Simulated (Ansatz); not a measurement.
# CH6BFGe: up Jacob's ladder to CCSD(T)

Aim: compute CH6BFGe with functionals from several rungs and with coupled cluster, and see how far each lands from CCSD(T) at the basis-set limit for the atomisation energy.

Method: functionals in def2-TZVPP, the program's frozen cores in correlated methods; program: Ansatz 0.2.0, Gaussian basis.

Plan: LDA (SPW92), PBE-D4, revPBE-D4, BLYP-D4, r2SCAN-D4, B97M-V, PBE0-D4, B3LYP-D4, r2SCANh-D4, r2SCAN0-D4, HSE06-D4, BHLYP-D4, CAM-B3LYP-D4, LC-ωPBE, ωB97X-V, ωB97M-V, B2PLYP, PBE-QIDH; CCSD(T)/def2-SVP; CCSD(T)/def2-TZVPP; MP2/def2-QZVPP; extrapolation to the limit; RPA on PBE.

**1. Structure used throughout**

All runs share one geometry, relaxed beforehand with PBE0-D4 in a triple-zeta def2 set.

SMILES `C[B](F)[GeH3]`, 10 atoms, charge 0, spin multiplicity 1.

Atoms are counted from 1 here; the program's logs count them from 0.

Bond lengths: C1–B2 1.555 Å, C1–H5 1.096 Å, C1–H6 1.092 Å, C1–H7 1.096 Å, B2–F3 1.329 Å, B2–Ge4 2.089 Å, Ge4–H8 1.540 Å, Ge4–H9 1.540 Å, Ge4–H10 1.540 Å. Angles: B2–C1–H5 110.1°, B2–C1–H6 113.6°, B2–C1–H7 109.6°, H5–C1–H6 109.2°, H5–C1–H7 105.0°, H6–C1–H7 109.0°, C1–B2–F3 119.3°, C1–B2–Ge4 124.4°, F3–B2–Ge4 116.3°, B2–Ge4–H8 111.0°, B2–Ge4–H9 112.1°, B2–Ge4–H10 111.0°, H8–Ge4–H9 107.7°, H8–Ge4–H10 107.2°, H9–Ge4–H10 107.7°.

**2. LDA**

This LDA is Slater exchange with PW92 correlation.

Input file in.yaml:

```yaml
crystal:
  periodic: [false, false, false]
  atoms:
    - {symbol: C, position_ang: [-0.230807, 1.092409, -1.166122]}
    - {symbol: B, position_ang: [0.464981, -0.153891, -0.548470]}
    - {symbol: F, position_ang: [1.409848, -0.781668, -1.240417]}
    - {symbol: Ge, position_ang: [0.016691, -0.944264, 1.332889]}
    - {symbol: H, position_ang: [-0.134434, 1.949948, -0.490617]}
    - {symbol: H, position_ang: [0.154520, 1.365994, -2.150544]}
    - {symbol: H, position_ang: [-1.309508, 0.911468, -1.242915]}
    - {symbol: H, position_ang: [-0.457357, -2.405208, 1.219257]}
    - {symbol: H, position_ang: [-1.090013, -0.146605, 2.046857]}
    - {symbol: H, position_ang: [1.259178, -0.939282, 2.242984]}
basis:
  gaussian: {orbitals: def2-TZVPP}
hamiltonian: {xc: lda}
output: {orbitals: {seedname: orbitals}}
```

Command:

```sh
ansatz run in.yaml --threads 4 --pin off --events-out ev --progress --plain --max-ram 10444MiB
```

Further steps of the session: PBE-D4 (GGA); revPBE-D4 (GGA); BLYP-D4 (GGA); r2SCAN-D4 (meta-GGA); B97M-V (meta-GGA); B3LYP-D4 (hybrid); r2SCANh-D4 (hybrid); r2SCAN0-D4 (hybrid); HSE06-D4 (hybrid); BHLYP-D4 (hybrid); CAM-B3LYP-D4 (range-separated); LC-ωPBE (range-separated); ωB97X-V (range-separated); ωB97M-V (range-separated); B2PLYP (double hybrid); PBE-QIDH (double hybrid); CCSD(T) in def2-SVP; CCSD(T) in def2-TZVPP; MP2 in def2-QZVPP; RPA on PBE orbitals.

**Question.** What will the summary of the whole plan be? Wanted: atomisation energy, CCSD(T)/CBS; farthest beyond LDA; mean size of error, GGA; mean size of error, meta-GGA; mean size of error, hybrid; mean size of error, range-separated; mean size of error, double hybrid; gap, smallest and largest; T1 diagnostic.

**Answer**, as computed:

```
                               quantity                                                                                                                                       value
        atomisation energy, CCSD(T)/CBS                                                                                                                              832.6 kcal/mol
functionals within 8.3 kcal/mol (1.0 %)  PBE-D4, BLYP-D4, r2SCAN-D4, PBE0-D4, B3LYP-D4, r2SCANh-D4, r2SCAN0-D4, HSE06-D4, CAM-B3LYP-D4, LC-ωPBE, ωB97X-V, ωB97M-V, B2PLYP, PBE-QIDH
                    farthest beyond LDA                                                                                                                   BHLYP-D4 (-17.1 kcal/mol)
                mean size of error, GGA                                                                                                                                8.3 kcal/mol
           mean size of error, meta-GGA                                                                                                                                6.8 kcal/mol
             mean size of error, hybrid                                                                                                                                4.2 kcal/mol
    mean size of error, range-separated                                                                                                                                2.5 kcal/mol
      mean size of error, double hybrid                                                                                                                                5.6 kcal/mol
              gap, smallest and largest                                                                                                   4.44 eV (LDA (SPW92)), 11.78 eV (LC-ωPBE)
                          T1 diagnostic                                                                                                                                      0.0127
triples share of the correlation energy                                                                                                                                       3.3 %
```

In words: The LDA atomisation energy is off by 110.0 kcal/mol (13 %): it overbinds. PBE-D4 misses by +8.1 kcal/mol. Double hybrids carry the basis error of their MP2 part in triple zeta, and no dispersion term here, so their miss is partly the set-up's. The rungs range-separated, hybrid, double hybrid, meta-GGA, GGA miss on average by less than the doubt on the reference (8.3 kcal/mol), so they tie. The reference freezes the cores and leaves out relativity and excitations past (T), and its outer-core shells are covered unevenly, so misses under about 8.3 kcal/mol can't be ranked. Hartree-Fock recovers 76 % of the binding; the rest is correlation. CCSD(T) in def2-SVP is off by -37.1 kcal/mol, more than most functionals: a good method in a small basis is no reference. Orbital gaps span 4.4 to 11.8 eV; exact exchange widens them. Correlated methods include outer-core shells of Ge, which these sets cover unevenly.
